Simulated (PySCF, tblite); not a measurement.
# C₆H₁₀GeOS: geometry, infrared bands and NMR shifts

What infrared bands and NMR shifts should C₆H₁₀GeOS (`C#C[C@@H]1CC[C@H]([O][GeH3])S1`) show?

Computed with tblite 0.8.0 and PySCF 2.14.0, with density-fitted response routines of our own, on a single molecule in the gas phase. Atoms are numbered from 0 throughout.

### Step 1. The starting structure

19 atoms, charge 0, multiplicity 1; geometry from: force field or distance geometry start.

Bonds of the start (Å): C0–C1 1.20, C1–C2 1.47, C2–C3 1.52, C3–C4 1.51, C4–C5 1.51, C5–O6 1.41, O6–Ge7 1.81, C5–S8 1.83, S8–C2 1.82, C0–H9 1.07, C2–H10 1.12, C3–H11 1.11, C3–H12 1.13, C4–H13 1.12, C4–H14 1.12, C5–H15 1.11, Ge7–H16 1.55, Ge7–H17 1.55, Ge7–H18 1.55.

### Step 2. Geometry optimisation with GFN2-xTB

The job: settings as JSON, then the geometry in Å.

```
{"job": {"kind": "relax", "xc": "GFN2-xTB", "basis": "xTB"}, "charge": 0, "multiplicity": 1}
C     -3.271800     0.684800     1.814200
C     -2.484400     0.781100     0.908400
C     -1.496000     0.881200    -0.170500
C     -1.357300    -0.426800    -0.927100
C      0.012500    -0.413800    -1.558900
C      0.993600     0.106300    -0.528900
O      1.412700    -0.965300     0.284700
Ge     2.990400    -0.548500     1.075600
S      0.128600     1.349900     0.489900
H     -3.987400     0.608300     2.606700
H     -1.840400     1.674600    -0.881000
H     -2.155900    -0.550900    -1.685000
H     -1.414100    -1.295200    -0.205000
H      0.303000    -1.425900    -1.927600
H     -0.008500     0.286700    -2.437300
H      1.845900     0.582900    -1.057800
H      4.071900    -0.341700    -0.011500
H      3.412900    -1.721300     2.001600
H      2.834500     0.742800     1.919700
```

Command:

```bash
$ OMP_NUM_THREADS=1 python probes_run.py task.json out
```

The driver reads the jobs from task.json and runs them one after another.

What it wrote:

```text
step      E/eV     max force
  0    -738.10891    1.729
  1    -738.25392    0.891
  2    -738.31992    0.574
  3    -738.33647    1.709
  4    -738.35375    0.823
  5    -738.36664    0.254
  6    -738.37303    0.225
  7    -738.37749    0.202
  8    -738.38246    0.190
  9    -738.38756    0.155
 10    -738.39131    0.129
 11    -738.39417    0.112
 12    -738.39719    0.142
 13    -738.40119    0.174
 14    -738.40634    0.180
 15    -738.41205    0.169
 16    -738.41747    0.223
 17    -738.42199    0.185
 18    -738.42570    0.129
 19    -738.42938    0.163
 20    -738.43372    0.224
 21    -738.43897    0.283
 22    -738.44457    0.237
 23    -738.44932    0.137
 24    -738.45252    0.130
 25    -738.45511    0.134
 26    -738.45792    0.151
 27    -738.46052    0.099
 28    -738.46273    0.124
 29    -738.46467    0.119
 30    -738.46636    0.113
 31    -738.46768    0.096
 32    -738.46862    0.073
 33    -738.46934    0.076
 34    -738.47008    0.075
 35    -738.47090    0.091
 36    -738.47169    0.091
 37    -738.47240    0.062
 38    -738.47309    0.074
 39    -738.47384    0.088
 40    -738.47479    0.090
 41    -738.47607    0.099
 42    -738.47733    0.098
 43    -738.47837    0.077
 44    -738.47936    0.087
 45    -738.48032    0.079
 46    -738.48126    0.074
 47    -738.48210    0.068
 48    -738.48282    0.053
 49    -738.48345    0.063
 50    -738.48409    0.066
 51    -738.48477    0.054
 52    -738.48540    0.066
 53    -738.48595    0.056
 54    -738.48652    0.071
 55    -738.48723    0.076
 56    -738.48806    0.072
 57    -738.48881    0.076
 58    -738.48935    0.055
 59    -738.48978    0.063
 60    -738.49027    0.064
 61    -738.49085    0.065
 62    -738.49150    0.065
 63    -738.49227    0.075
 64    -738.49342    0.118
 65    -738.49527    0.147
 66    -738.49789    0.153
 67    -738.50083    0.142
 68    -738.50364    0.106
 69    -738.50563    0.140
 70    -738.50866    0.171
 71    -738.51306    0.179
 72    -738.51817    0.129
 73    -738.51858    0.136
 74    -738.52132    0.094
 75    -738.52268    0.093
 76    -738.52468    0.103
 77    -738.52666    0.094
 78    -738.52854    0.092
 79    -738.53082    0.096
 80    -738.53317    0.108
 81    -738.53583    0.109
 82    -738.53788    0.109
 83    -738.54083    0.122
 84    -738.54362    0.143
 85    -738.54959    0.245
 86    -738.55493    0.280
 87    -738.56413    0.256
 88    -738.57172    0.220
 89    -738.58638    0.300
 90    -738.59628    0.248
 91    -738.60304    0.211
 92    -738.60555    0.298
 93    -738.61411    0.178
 94    -738.61795    0.165
 95    -738.62999    0.150
 96    -738.63192    0.140
 97    -738.63373    0.124
 98    -738.63516    0.102
 99    -738.63657    0.071
100    -738.63720    0.056
101    -738.63774    0.049
102    -738.63817    0.052
103    -738.63859    0.057
104    -738.63904    0.064
105    -738.63952    0.061
106    -738.63998    0.056
107    -738.64041    0.046
108    -738.64075    0.042
109    -738.64106    0.047
110    -738.64137    0.051
111    -738.64173    0.062
112    -738.64208    0.048
113    -738.64236    0.039
114    -738.64255    0.035
115    -738.64272    0.043
116    -738.64290    0.041
117    -738.64310    0.031
118    -738.64331    0.032
119    -738.64353    0.046
120    -738.64380    0.053
121    -738.64413    0.050
122    -738.64448    0.036
123    -738.64483    0.036
124    -738.64525    0.043
125    -738.64576    0.048
126    -738.64634    0.053
127    -738.64693    0.051
128    -738.64748    0.041
129    -738.64793    0.038
130    -738.64823    0.031
131    -738.64840    0.029
132    -738.64852    0.028
133    -738.64863    0.025
134    -738.64875    0.021
135    -738.64884    0.019
136    -738.64892    0.023
137    -738.64897    0.020
138    -738.64903    0.017
139    -738.64909    0.018
140    -738.64917    0.029
141    -738.64926    0.036
142    -738.64932    0.027
143    -738.64936    0.010
144    -738.64938    0.009
```

Wall time 2.1 s (1 thread of Arm Neoverse N1, shared host); peak memory 0.18 GiB.

Relaxation path: (not every step is listed)

```
step  energy from step 0 (eV)  largest force (eV/Å)
   0                   0.0000                1.7290
   1                  -0.1450                0.8914
   2                  -0.2110                0.5744
   3                  -0.2276                1.7092
   4                  -0.2448                0.8228
   5                  -0.2577                0.2539
   6                  -0.2641                0.2253
   7                  -0.2686                0.2018
   8                  -0.2736                0.1905
  21                  -0.3301                0.2829
  34                  -0.3612                0.0746
  47                  -0.3732                0.0681
  60                  -0.3814                0.0641
  73                  -0.4097                0.1361
  86                  -0.4460                0.2801
  99                  -0.5277                0.0712
 112                  -0.5332                0.0482
 125                  -0.5368                0.0484
 138                  -0.5401                0.0174
 139                  -0.5402                0.0182
 140                  -0.5403                0.0286
 141                  -0.5403                0.0361
 142                  -0.5404                0.0269
 143                  -0.5404                0.0102
 144                  -0.5405                0.0091
```

Close pairs (by a distance rule), those that changed most:

```
   bond  before (Å)  after (Å)  change (Å)
Ge7–H17       1.553      1.491      -0.062
Ge7–H18       1.551      1.500      -0.050
Ge7–H16       1.547      1.497      -0.050
  C2–S8       1.815      1.862      +0.046
 O6–Ge7       1.813      1.769      -0.044
 C3–H12       1.131      1.094      -0.037
 C4–H14       1.124      1.091      -0.032
  C5–O6       1.409      1.381      -0.028
```

The final coordinates are the input of the step that follows.

### Step 3. Infrared spectrum with GFN2-xTB

The job: settings as JSON, then the geometry in Å.

```
{"job": {"kind": "ir", "xc": "GFN2-xTB", "basis": "xTB"}, "charge": 0, "multiplicity": 1}
C     -2.173372     0.788776     2.251294
C     -1.783157     0.828996     1.119708
C     -1.257427     0.848957    -0.220353
C     -1.105452    -0.548050    -0.823823
C     -0.002499    -0.465994    -1.868173
C      1.182483     0.206588    -1.181019
O      1.872133    -0.667189    -0.363860
Ge     2.006710    -0.501194     1.392501
S      0.448447     1.593805    -0.248443
H     -2.538204     0.767677     3.234525
H     -1.869915     1.497321    -0.854320
H     -2.050540    -0.882059    -1.253673
H     -0.811969    -1.253213    -0.040777
H      0.295112    -1.453691    -2.220264
H     -0.319784     0.141744    -2.717459
H      1.878024     0.648480    -1.904614
H      2.763926     0.743763     1.736495
H      2.798826    -1.742548     1.626821
H      0.656854    -0.542919     2.045851
```

What it wrote:

```text
mode    cm-1     km/mol
  1      54.1      0.12
  2      71.8      2.13
  3     116.6     10.50
  4     140.1      3.56
  5     164.9      3.05
  6     211.1      1.18
  7     238.9      1.44
  8     322.7      6.79
  9     351.3      0.75
 10     409.0      1.76
 11     447.1      0.75
 12     466.0     10.08
 13     502.0     66.54
 14     574.8     72.01
 15     607.1     32.72
 16     618.6      3.19
 17     628.6     98.58
 18     661.0     22.58
 19     697.6     20.27
 20     736.0     32.13
 21     752.8    246.45
 22     811.6    143.35
 23     815.3    125.28
 24     869.0      1.88
 25     935.1     12.26
 26     967.4     36.12
 27    1013.2     42.37
 28    1055.5     21.71
 29    1065.9     16.47
 30    1098.8     44.48
 31    1123.7      5.68
 32    1163.7     52.28
 33    1176.5     18.64
 34    1209.9      7.63
 35    1250.1      3.65
 36    1299.5      5.37
 37    1306.7     12.04
 38    1320.8      3.00
 39    1457.9      2.81
 40    1475.0      3.14
 41    1955.2     66.68
 42    2023.2    398.17
 43    2086.0    440.65
 44    2279.1      3.62
 45    2900.0     42.02
 46    2921.5      8.58
 47    2963.0     15.32
 48    2986.1     38.64
 49    2993.3     27.64
 50    3003.8     23.42
 51    3397.2      9.25
```

It took 1.4 s on 1 thread of Arm Neoverse N1, shared host; peak memory 0.18 GiB.

Which atoms move in the most intense modes:

| cm⁻¹ | km/mol | atoms |
| --- | --- | --- |
| 575 | 72.0 | H16 46 %, H18 33 % |
| 629 | 98.6 | H17 39 %, H18 19 %, O6 13 %, H16 11 % |
| 753 | 246.4 | H17 42 %, H18 29 %, H16 23 % |
| 812 | 143.3 | H17 54 %, H18 30 %, H16 15 % |
| 815 | 125.3 | H16 53 %, H18 41 % |
| 1955 | 66.7 | H18 61 %, H16 29 % |
| 2023 | 398.2 | H16 63 %, H18 34 % |
| 2086 | 440.6 | H17 88 % |

### Step 4. Nuclear shieldings: PBE0/pcSseg-1

Same as in step 3 but for these lines:

```diff
@@ -1,2 +1,2 @@
-{"job": {"kind": "ir", "xc": "GFN2-xTB", "basis": "xTB"}, "charge": 0, "multiplicity": 1}
+{"job": {"kind": "nmr", "xc": "PBE0", "basis": "pcSseg-1"}, "charge": 0, "multiplicity": 1}
 C     -2.173372     0.788776     2.251294
```

Method: GIAO PBE0/pcSseg-1 NMR shielding, non-relativistic, gas phase.

What it wrote:

```text
coarse grid: 74712 points
cycle   1  E = -2783.8170114013  dE =  7.036e-01  |g| = 1.130e+00  |ddm| = 4.330e+00
cycle   2  E = -2783.6181964590  dE =  1.988e-01  |g| = 1.509e+00  |ddm| = 1.915e+00
cycle   3  E = -2783.9494743340  dE = -3.313e-01  |g| = 2.975e-01  |ddm| = 1.414e+00
cycle   4  E = -2783.9653420280  dE = -1.587e-02  |g| = 7.594e-02  |ddm| = 3.033e-01
cycle   5  E = -2783.9659836107  dE = -6.416e-04  |g| = 3.501e-02  |ddm| = 7.998e-02
cycle   6  E = -2783.9662594905  dE = -2.759e-04  |g| = 1.059e-02  |ddm| = 3.203e-02
cycle   7  E = -2783.9662839248  dE = -2.443e-05  |g| = 2.510e-03  |ddm| = 9.365e-03
cycle   8  E = -2783.9662854659  dE = -1.541e-06  |g| = 6.211e-04  |ddm| = 3.052e-03
final grid: 156960 points
cycle   9  E = -2783.9663603905  dE = -2.279e-08  |g| = 8.559e-04  |ddm| = 3.598e-03
cycle  10  E = -2783.9663601881  dE =  2.024e-07  |g| = 1.252e-03  |ddm| = 2.188e-03
cycle  11  E = -2783.9663605599  dE = -3.718e-07  |g| = 9.131e-05  |ddm| = 1.293e-03
cycle  12  E = -2783.9663605618  dE = -1.851e-09  |g| = 2.361e-05  |ddm| = 7.890e-05
cycle  13  E = -2783.9663605619  dE = -1.255e-10  |g| = 7.998e-06  |ddm| = 2.891e-05
converged SCF energy = -2783.9663605619

GIAO shielding tensors (ppm)
atom      isotropic    diamagn.    paramagn.     s11        s22        s33       span
  0 C      106.484     258.190    -151.706     39.690     42.839    236.924    197.234
  1 C       99.525     258.179    -158.653     -2.462      2.767    298.271    300.733
  2 C      143.458     250.659    -107.201    104.750    162.661    162.962     58.212
  3 C      148.893     246.654     -97.761    116.978    153.241    176.461     59.483
  4 C      139.156     249.739    -110.582    111.707    140.652    165.110     53.403
  5 C       95.694     247.800    -152.107     67.589     99.944    119.548     51.960
  6 O      266.710     404.358    -137.648    180.235    224.495    395.399    215.164
  7 Ge    1434.257    2755.640   -1321.384   1300.752   1401.542   1600.475    299.723
  8 S      353.457    1057.374    -703.917    163.450    291.673    605.248    441.798
  9 H       29.809      34.143      -4.334     24.590     25.085     39.754     15.164
 10 H       27.501      28.641      -1.140     22.412     25.465     34.627     12.214
 11 H       29.375      29.095       0.280     24.496     27.007     36.623     12.128
 12 H       29.378      29.984      -0.606     27.106     27.918     33.110      6.004
 13 H       29.435      29.750      -0.315     24.865     26.596     36.846     11.981
 14 H       29.932      30.581      -0.649     25.598     26.965     37.233     11.636
 15 H       25.929      30.266      -4.338     20.791     25.122     31.872     11.081
 16 H       26.764      28.857      -2.093     19.852     22.567     37.872     18.020
 17 H       27.245      28.734      -1.490     20.355     22.208     39.171     18.816
 18 H       26.362      28.875      -2.513     18.346     24.581     36.159     17.814
```

Wall time 1.8 min (1 thread of Arm Neoverse N1, shared host); peak memory 1 GiB.

The references, computed at this level on geometries of the same kind, shield at (ppm): 1H TMS 31.72, 13C TMS 186.9, 17O H2O 336.1, 33S CS2 504, 73Ge GeMe4 1331. Their shielding less the atom's gives the shift. The references are single molecules in the gas phase, so shifts against H2O, NH3, PH3, H3PO4 or CFCl3 are not on the usual liquid scales and can be off by tens of ppm. Atoms listed in one row are averaged.

```
        atoms                                   environment  σ (ppm)  δ (ppm)
           C5                      sp3 CH bonded to O and S     95.7     91.2
           C1                                 alkyne carbon     99.5     87.4
           C0                        terminal alkyne carbon    106.5     80.4
           C4                             sp3 CH2 in a ring    139.2     47.8
           C2                propargylic sp3 CH bonded to S    143.5     43.5
           C3                             sp3 CH2 in a ring    148.9     38.0
          H15       hydrogen on an sp3 CH bonded to O and S    25.93     5.79
H16, H17, H18           hydrogen on a germanium bonded to O    26.79     4.93
          H10  hydrogen on a propargylic sp3 CH bonded to S    27.50     4.22
          H11              hydrogen on an sp3 CH2 in a ring    29.38     2.34
          H12              hydrogen on an sp3 CH2 in a ring    29.38     2.34
          H13              hydrogen on an sp3 CH2 in a ring    29.44     2.28
           H9          hydrogen on a terminal alkyne carbon    29.81     1.91
          H14              hydrogen on an sp3 CH2 in a ring    29.93     1.79
           O6                        oxygen bonded to C, Ge    266.7     69.4
          Ge7                    germanium bonded to O, 3 H     1434     -103
           S8                                sulfide sulfur      353      150
```

The run also stored atomic charges by several schemes (e):

```csv
atoms,Mulliken,IAO,Hirshfeld,ESP fit
C0,-0.38,-0.24,-0.11,-0.45
C1,0.37,-0.03,-0.05,0.01
C2,-0.40,-0.19,-0.01,0.06
C3,-0.15,-0.25,-0.07,-0.14
C4,-0.16,-0.27,-0.08,-0.29
C5,0.01,0.02,0.04,0.08
O6,-0.69,-0.62,-0.25,-0.38
Ge7,0.51,0.70,0.35,0.45
S8,0.03,0.05,0.02,-0.19
```

Mayer bond orders: C0–C1 2.49, C1–C2 0.97, C2–C3 0.97, C3–C4 1.03, C4–C5 0.99, C5–O6 0.93, O6–Ge7 0.76, C5–S8 1.02, S8–C2 1.00.

Ring of atoms C2, C3, C4, C5, S8: NICS(0) -8.6, NICS(1) -4.7, NICS(1)zz -5.4 ppm (means of both faces).

Orbitals, density, ELF and potential are computed afterwards from the orbital file.

Frontier orbitals at PBE0/pcSseg-1, with the share of their density that lies nearest to each atom:

```
orbital  energy (eV)                              lies on
   HOMO        -6.92                      S8 70 %; O6 6 %
   LUMO         0.04  S8 35 %; C0, C1, C2 about 12 % each
```

ELF in a plane through or near 6 of the atoms.

Values, 10 rows by 14 columns:
```
0.00 0.00 0.00 0.00 0.00 0.00 0.00 0.00 0.00 0.00 0.00 0.00 0.00 0.00
0.00 0.00 0.00 0.00 0.02 0.04 0.02 0.00 0.00 0.00 0.00 0.00 0.00 0.00
0.00 0.00 0.00 0.02 0.18 0.37 0.25 0.51 0.16 0.00 0.01 0.02 0.00 0.00
0.00 0.00 0.00 0.00 0.07 0.28 0.28 0.95 0.08 0.40 0.78 0.99 0.52 0.00
0.00 0.00 0.00 0.18 0.86 0.69 0.11 0.04 0.22 0.84 0.50 0.75 0.07 0.00
0.00 0.00 0.00 0.01 0.15 0.65 0.22 0.15 0.62 0.41 0.82 0.45 0.02 0.00
0.00 0.00 0.00 0.00 0.04 0.68 0.46 0.52 0.66 0.18 0.09 0.02 0.00 0.00
0.00 0.00 0.00 0.00 0.02 0.78 0.98 0.05 0.02 0.02 0.00 0.00 0.00 0.00
0.00 0.00 0.00 0.00 0.00 0.19 0.48 0.00 0.00 0.00 0.00 0.00 0.00 0.00
0.00 0.00 0.00 0.00 0.00 0.00 0.00 0.00 0.00 0.00 0.00 0.00 0.00 0.00
```
The map spans 12.9 Å across and 10.9 Å up, centred on the molecule. Atoms in the plane (x, y in Å): C0 (3.1, 0.9), C1 (2.2, 0.1), O6 (-1.9, 0.6), Ge7 (-1.2, 2.2), H9 (3.9, 1.6), H14 (-1.0, -2.5).

On the surface of density 0.002 e/bohr³ the electrostatic potential runs, from the 1st to the 99th percentile, from -1.27 V near O6 to 1.36 V near H9.

### Step 5. Outcome

```
                                                              quantity                                               value
                             strongest single infrared mode (GFN2-xTB)                               2086 cm⁻¹, 441 km/mol
                                          zero-point energy (GFN2-xTB)                                       85.3 kcal/mol
                                13C shifts against TMS (PBE0/pcSseg-1)              91.2, 87.4, 80.4, 47.8, 43.5, 38.0 ppm
1H shifts against TMS (PBE0/pcSseg-1, means over atoms taken as alike)  5.79, 4.93, 4.22, 2.34, 2.34, 2.28, 1.91, 1.79 ppm
                                17O shifts against H2O (PBE0/pcSseg-1)                                            69.4 ppm
                             73Ge shifts against GeMe4 (PBE0/pcSseg-1)                                            -103 ppm
                                33S shifts against CS2 (PBE0/pcSseg-1)                                             150 ppm
                                 surface potential, 1st and 99th percentile                                  -1.27 V and 1.36 V
```

Relaxing lowered the energy by 0.540 eV in 144 steps; the close pair that moved most is Ge7–H17, from 1.553 to 1.491 Å. No mode is imaginary among the 51: a minimum at this level. The strongest single mode, at 2086 cm⁻¹, moves mainly H17. GFN2-xTB is a fitted tight-binding method: band positions and strengths are rough. Its intensities can rank the bands wrongly. The most deshielded hydrogen is H15 (hydrogen on an sp3 CH bonded to O and S), at 5.79 ppm: its carbon carries O, hence the downfield position. At PBE0/pcSseg-1: Shielding is most anisotropic at S8 (span 442 ppm, paramagnetic term -704 ppm). Spin-orbit coupling is left out, which matters for shieldings and couplings at and beside the heavy atoms.
